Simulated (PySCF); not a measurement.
# BH3Br−: a tour of settings

Which settings matter for BH3Br− (`[BH3-]Br`), and how do bad ones show?

Computed with PySCF 2.14.0, with density-fitted response routines of our own, on a single molecule in the gas phase. Atoms count from 0, in the outputs and in this text.

### 1 The starting structure

5 atoms, charge -1, multiplicity 1; geometry from: GFN2-xTB.

Bonds of the start (Å): B0–Br1 2.03, B0–H2 1.21, B0–H3 1.21, B0–H4 1.21.

### 2 NMR shieldings: PBE0/pcSseg-1

Job settings and geometry (Å):

```
{"job": {"kind": "nmr", "xc": "PBE0", "basis": "pcSseg-1"}, "charge": -1, "multiplicity": 1}
B     -0.183775    -0.011221    -0.005704
Br     1.838295     0.116886     0.019678
H     -0.553472    -0.186080     1.134569
H     -0.610477     1.031041    -0.451770
H     -0.481950    -0.947773    -0.713958
```

Level: GIAO PBE0/pcSseg-1 NMR shielding, non-relativistic, gas phase.

Run with:

```sh
> OMP_NUM_THREADS=1 python probes_run.py task.json out
```

The driver reads the jobs from task.json and runs them one after another.

Log:

```text
coarse grid: 19928 points
cycle   1  E = -2600.2179134129  dE = -1.348e+00  |g| = 7.111e-01  |ddm| = 1.844e+00
cycle   2  E = -2600.2306913022  dE = -1.278e-02  |g| = 3.847e-01  |ddm| = 8.172e-01
cycle   3  E = -2600.2562008542  dE = -2.551e-02  |g| = 1.329e-01  |ddm| = 4.148e-01
cycle   4  E = -2600.2613800586  dE = -5.179e-03  |g| = 1.370e-02  |ddm| = 1.451e-01
cycle   5  E = -2600.2614399616  dE = -5.990e-05  |g| = 2.062e-03  |ddm| = 2.321e-02
cycle   6  E = -2600.2614407546  dE = -7.929e-07  |g| = 5.952e-04  |ddm| = 2.902e-03
final grid: 40400 points
cycle   7  E = -2600.2614212972  dE = -2.794e-09  |g| = 5.544e-04  |ddm| = 1.036e-03
cycle   8  E = -2600.2614212910  dE =  6.170e-09  |g| = 5.314e-04  |ddm| = 8.151e-04
cycle   9  E = -2600.2614213480  dE = -5.693e-08  |g| = 4.608e-05  |ddm| = 4.329e-04
cycle  10  E = -2600.2614213484  dE = -4.484e-10  |g| = 1.026e-06  |ddm| = 4.142e-05
converged SCF energy = -2600.2614213484

GIAO shielding tensors (ppm)
atom      isotropic    diamagn.    paramagn.     s11        s22        s33       span
  0 B      130.314     184.597     -54.282    116.506    116.508    157.929     41.423
  1 Br    3047.627    3124.624     -76.997   3008.964   3066.914   3067.004     58.040
  2 H       29.504      29.298       0.206     25.243     27.087     36.182     10.940
  3 H       29.504      29.300       0.204     25.242     27.087     36.183     10.941
  4 H       29.503      29.298       0.205     25.241     27.086     36.181     10.940
```

Run time: 3.1 s. Hardware: 1 thread of Arm Neoverse V1, shared host; peak memory 0.31 GiB.

The references, computed at this level on geometries of the same kind, shield at (ppm): ¹H TMS 31.72, ¹¹B BF3·OEt2 100.1, ⁷⁹Br HBr 2622. Their shielding less the atom's gives the shift. The references are single molecules in the gas phase. Atoms listed in one row are averaged.

```
     atoms                       environment  σ (ppm)  δ (ppm)
H2, H3, H4  hydrogen on a boron bonded to Br    29.50     2.21
        B0           boron bonded to Br, 3 H    130.3    -30.2
       Br1               bromine bonded to B     3048     -426
```

Charges from the same density, by scheme (e):

```
atoms  Mulliken    IAO  Hirshfeld  ESP fit
   B0     -0.04  -0.50      -0.19     0.14
  Br1     -0.55  -0.34      -0.37    -0.51
```

Mayer bond orders: B0–Br1 0.77.

### 3 TDDFT and polarisability: PBE0/def2-SVPD

Job settings and geometry (Å):

```
{"job": {"kind": "uv", "xc": "PBE0", "basis": "def2-SVPD", "nstates": 6, "ntriplets": 2}, "charge": -1, "multiplicity": 1}
B     -0.183775    -0.011221    -0.005704
Br     1.838295     0.116886     0.019678
H     -0.553472    -0.186080     1.134569
H     -0.610477     1.031041    -0.451770
H     -0.481950    -0.947773    -0.713958
```

Method: TDDFT PBE0/def2-SVPD, vertical, gas phase, core orbitals frozen in the response.

Log:

```text
coarse grid: 19928 points
cycle   1  E = -2600.1768042458  dE = -1.217e+00  |g| = 2.990e-01  |ddm| = 2.263e+00
cycle   2  E = -2600.1846084371  dE = -7.804e-03  |g| = 2.996e-01  |ddm| = 1.171e+00
cycle   3  E = -2600.2174998028  dE = -3.289e-02  |g| = 3.798e-02  |ddm| = 5.069e-01
cycle   4  E = -2600.2178640555  dE = -3.643e-04  |g| = 7.853e-03  |ddm| = 5.268e-02
cycle   5  E = -2600.2178807835  dE = -1.673e-05  |g| = 3.625e-03  |ddm| = 1.634e-02
cycle   6  E = -2600.2178827688  dE = -1.985e-06  |g| = 3.491e-04  |ddm| = 5.426e-03
final grid: 40400 points
cycle   7  E = -2600.2178595063  dE = -3.235e-08  |g| = 2.538e-04  |ddm| = 2.006e-03
cycle   8  E = -2600.2178595118  dE = -5.501e-09  |g| = 2.108e-04  |ddm| = 6.706e-04
cycle   9  E = -2600.2178595187  dE = -6.864e-09  |g| = 2.015e-05  |ddm| = 2.428e-04
cycle  10  E = -2600.2178595188  dE = -7.412e-11  |g| = 1.818e-06  |ddm| = 2.799e-05
converged SCF energy = -2600.2178595188

Static polarisability (au): isotropic 53.901, principal 48.977 48.979 63.748

Singlet excitations
state   eV       nm        f      main configurations
  1   5.3601    231.3   0.01449   H->L 0.94
  2   5.3605    231.3   0.01450   H-1->L 0.94
  3   5.6020    221.3   0.02373   H->L+1 0.94
  4   5.6023    221.3   0.02372   H-1->L+1 0.94
  5   6.2423    198.6   0.00198   H->L+3 0.43, H-1->L+2 0.43
  6   6.2425    198.6   0.00199   H->L+2 0.43, H-1->L+3 0.43

Triplet excitations (Tamm-Dancoff, eV): 5.2352 5.2355
```

Run time: 2.6 s. Hardware: 1 thread of Arm Neoverse V1, shared host; peak memory 0.36 GiB.

Frontier orbitals and where they lie:

```
orbital     eV                       atoms
 HOMO−3  -3.98  Br1 34 %, B0 34 %, H3 17 %
 HOMO−2  -3.68   Br1 60 %, B0 25 %, H4 5 %
 HOMO−1  -1.86  Br1 61 %, B0 20 %, H2 11 %
   HOMO  -1.86  Br1 61 %, B0 20 %, H3 12 %
   LUMO   4.56           B0 61 %, Br1 30 %
 LUMO+1   4.81   Br1 68 %, B0 20 %, H2 4 %
 LUMO+2   5.50                    Br1 93 %
```

With each of the 6 states as a Gaussian band of 0.4 eV half-width at 1/e, the curve within the window shown has maxima at 225 nm (ε 2,800) L/(mol cm). Beyond the last state computed it falls off for lack of states. The curve at chosen wavelengths:

(nm, ε (L/mol/cm)): (190, 99), (193, 150), (196, 217), (198, 277), (201, 407), (204, 609), (207, 901), (210, 1282), (212, 1568), (215, 2009), (218, 2405), (221, 2694), (224, 2837), (226, 2843), (229, 2727), (232, 2489), (235, 2169), (238, 1811), (240, 1571), (243, 1230), (246, 930), (249, 680), (252, 482), (254, 377), (257, 255), (260, 168)

Ground-state properties from the same run:

```
           property  computed
polarisability (Å³)      7.99
 HOMO–LUMO gap (eV)      6.42
      −ε(HOMO) (eV)      1.86
```

### 4 Spin-spin couplings: B97-D/3-21G

Job settings and geometry (Å):

```
{"job": {"kind": "j", "xc": "B97-D", "basis": "3-21G"}, "charge": -1, "multiplicity": 1}
B     -0.183775    -0.011221    -0.005704
Br     1.838295     0.116886     0.019678
H     -0.553472    -0.186080     1.134569
H     -0.610477     1.031041    -0.451770
H     -0.481950    -0.947773    -0.713958
```

With the program's defaults for keys left out, this is: B97-D/3-21G indirect spin-spin coupling, non-relativistic, gas phase.

Log:

```text
coarse grid: 19928 points
cycle   1  E = -2589.5841033175  dE = -2.773e+00  |g| = 3.871e-01  |ddm| = 1.910e+00
cycle   2  E = -2589.6041785776  dE = -2.008e-02  |g| = 3.115e-01  |ddm| = 1.107e+00
cycle   3  E = -2589.6369970214  dE = -3.282e-02  |g| = 3.001e-02  |ddm| = 4.955e-01
cycle   4  E = -2589.6372742141  dE = -2.772e-04  |g| = 1.121e-02  |ddm| = 5.959e-02
cycle   5  E = -2589.6373185590  dE = -4.434e-05  |g| = 1.182e-03  |ddm| = 2.009e-02
cycle   6  E = -2589.6373192037  dE = -6.447e-07  |g| = 9.437e-05  |ddm| = 3.244e-03
final grid: 40400 points
cycle   7  E = -2589.6373018880  dE = -2.137e-08  |g| = 2.735e-04  |ddm| = 8.500e-04
cycle   8  E = -2589.6373018763  dE =  1.170e-08  |g| = 3.266e-04  |ddm| = 8.592e-04
cycle   9  E = -2589.6373019153  dE = -3.901e-08  |g| = 1.257e-05  |ddm| = 4.847e-04
cycle  10  E = -2589.6373019153  dE = -4.411e-11  |g| = 6.487e-07  |ddm| = 2.461e-05
converged SCF energy = -2589.6373019153

Indirect spin-spin couplings (Hz)
  i      j    bonds     total        FC       PSO       DSO        SD
  0 B    2 H    1     76.613    75.640    -0.301     1.070     0.203
  0 B    3 H    1     76.582    75.609    -0.301     1.070     0.203
  0 B    4 H    1     76.601    75.629    -0.300     1.070     0.203
  2 H    3 H    2     -8.475    -8.546     0.509    -0.658     0.219
  2 H    4 H    2     -8.480    -8.550     0.509    -0.658     0.219
  3 H    4 H    2     -8.484    -8.555     0.509    -0.657     0.219
```

It took 1.6 s on 1 thread of Arm Neoverse V1, shared host; peak memory 0.36 GiB.

This basis has no tight s functions, so the Fermi-contact terms are rough.

Couplings of 1 Hz or more over one to four bonds, nine at most for each number, with means over like pairs (isotopes 11B, 1H):

```
 pair  bonds  J (Hz)  Fermi contact (Hz)
B0–H2      1    76.6                75.6
H2–H3      2    -8.5                -8.6
```

The response was solved for the nuclei of B, H alone, so couplings that need other nuclei can be missing.

Quadrupole couplings from the field gradients of the same density:

```
atom  isotope  eQq/h (MHz)     η
 Br1     79Br        233.9  0.00
  B0      11B        1.924  0.00
```

Shifts (PBE0/pcSseg-1, unscaled) and these couplings together give the proton spectrum at 400 MHz below. Couplings to quadrupolar nuclei are left out.

¹H NMR δ 2.21 (br, 3H).

### 5 TDDFT and polarisability: SCAN/def2-SVPD

Job settings and geometry (Å):

```
{"job": {"kind": "uv", "xc": "SCAN", "basis": "def2-SVPD", "nstates": 1, "ntriplets": 5, "tda": false, "scf": {"guess": "random", "max_cycle": 97}}, "charge": -1, "multiplicity": 1}
B     -0.183775    -0.011221    -0.005704
Br     0.827260     0.052832     0.006987
H     -0.553472    -0.186080     1.134569
H     -0.610477     1.031041    -0.451770
H     -0.481950    -0.947773    -0.713958
```

Method: SCAN/def2-SVPD.

Log:

```text
NotImplementedError: meta-GGA kernel
```

It took 4.5 s on 1 thread of Arm Neoverse V1, shared host; peak memory 0.36 GiB.

**What went wrong.** This response code has no terms for the kinetic-energy density, so it refuses meta-GGA functionals here. Besides, a bond was squeezed in this input. The remedy is to take a GGA or a hybrid, or another code, and undo the other change.

### 6 Nuclear shieldings: LC-wPBE/def2-TZVP

Job settings and geometry (Å):

```
{"job": {"kind": "nmr", "xc": "LC-wPBE", "basis": "def2-TZVP", "pop": true}, "charge": -1, "multiplicity": 1}
B     -0.183775    -0.011221    -0.005704
Br     1.838295     0.116886     0.019678
H     -0.553472    -0.186080     1.134569
H     -0.610477     1.031041    -0.451770
H     -0.481950    -0.947773    -0.713958
```

Method: GIAO LC-wPBE/def2-TZVP NMR shielding, non-relativistic, gas phase.

Log:

```text
coarse grid: 19928 points
cycle   1  E = -2600.4965364942  dE = -1.210e+00  |g| = 3.329e-01  |ddm| = 1.505e+00
cycle   2  E = -2600.5187814434  dE = -2.224e-02  |g| = 1.354e-01  |ddm| = 4.981e-01
cycle   3  E = -2600.5208452211  dE = -2.064e-03  |g| = 2.663e-02  |ddm| = 9.053e-02
cycle   4  E = -2600.5210413938  dE = -1.962e-04  |g| = 1.002e-02  |ddm| = 4.297e-02
cycle   5  E = -2600.5210701243  dE = -2.873e-05  |g| = 2.224e-03  |ddm| = 1.585e-02
cycle   6  E = -2600.5210721985  dE = -2.074e-06  |g| = 8.358e-04  |ddm| = 5.224e-03
final grid: 40400 points
cycle   7  E = -2600.5210203214  dE = -2.019e-07  |g| = 4.822e-04  |ddm| = 1.592e-03
cycle   8  E = -2600.5210204156  dE = -9.424e-08  |g| = 3.137e-04  |ddm| = 7.955e-04
cycle   9  E = -2600.5210204392  dE = -2.360e-08  |g| = 4.179e-05  |ddm| = 2.215e-04
cycle  10  E = -2600.5210204414  dE = -2.156e-09  |g| = 4.048e-06  |ddm| = 2.373e-04
cycle  11  E = -2600.5210204414  dE =  6.821e-12  |g| = 8.886e-07  |ddm| = 4.716e-06
converged SCF energy = -2600.5210204414

GIAO shielding tensors (ppm)
atom      isotropic    diamagn.    paramagn.     s11        s22        s33       span
  0 B      135.658     187.151     -51.493    121.987    121.988    163.001     41.014
  1 Br    3051.071    3124.549     -73.478   3037.528   3057.800   3057.884     20.356
  2 H       29.852      29.832       0.020     25.722     27.423     36.409     10.687
  3 H       29.852      29.834       0.018     25.722     27.424     36.410     10.688
  4 H       29.851      29.832       0.019     25.721     27.423     36.408     10.687
```

Wall time 7.1 s (1 thread of Arm Neoverse V1, shared host); peak memory 0.4 GiB.

Key values: σ B0 135.7, Br1 3051, H2 29.85 ppm (means over like atoms).

### 7 Side by side: NMR shifts

Isotropic shieldings (ppm), means over like atoms, with basis size and wall time:

```
              run     H2     B0   Br1  functions   time
    PBE0/pcSseg-1  29.50  130.3  3048         73  3.1 s
LC-wPBE/def2-TZVP  29.85  135.7  3051         97  7.1 s
```

### 8 Summary of results

```
                                                              quantity                                            value
¹H shifts against TMS (PBE0/pcSseg-1, means over atoms taken as alike)                                         2.21 ppm
                           ¹¹B shifts against BF3·OEt2 (PBE0/pcSseg-1)                                        -30.2 ppm
                               ⁷⁹Br shifts against HBr (PBE0/pcSseg-1)                                         -426 ppm
                                       lowest singlet (PBE0/def2-SVPD)                      5.36 eV (231 nm), f = 0.014
                              brightest single state of those computed                      state 3, 5.60 eV, f = 0.024
                                                        lowest triplet                                          5.24 eV
                           largest coupling of the table (B97-D/3-21G)    ¹J(B,H) B0–H2, 76.6 Hz (mean over like pairs)
                                          range of the shielding of B0                               130.3 to 135.7 ppm
                                         property runs in this session  5, of which 1 failed and 0 gave unsound results
```

Single values in the summary come from the first sound run of each kind (PBE0/pcSseg-1; PBE0/def2-SVPD; B97-D/3-21G), which need not be the best level. The lowest singlet, at 5.36 eV, is HOMO→LUMO 0.94 and is weak; of the 6 states computed, the strongest absorption comes from states 3 to 4 together at 5.60 eV. The lowest triplet lies 0.12 eV below the lowest singlet (triplets in Tamm-Dancoff, singlets in full TDDFT). The lowest singlet lies above −ε(HOMO); no detachment energy was computed, so the anion's states may not be bound. The basis of B97-D/3-21G has no polarisation functions, so its couplings are far from converged. Of the pairs tabulated at B97-D/3-21G, B0–H2 (mean over like pairs) couples most strongly (76.6 Hz; Fermi contact 75.6 Hz). In ppm, B0 moves most: its shielding spreads over 5.3 ppm, from 130.3 (PBE0/pcSseg-1) to 135.7 (LC-wPBE/def2-TZVP). Spin-orbit coupling is left out, which matters for shieldings and couplings at and beside the heavy atoms. Couplings from bases without tight functions are rough. At B97-D/3-21G the HOMO lies above zero (+0.38 eV), as often for anions in the gas phase: self-interaction error lifts it, or the electron is held by the finite basis alone; counter-ions and solvent are missing.
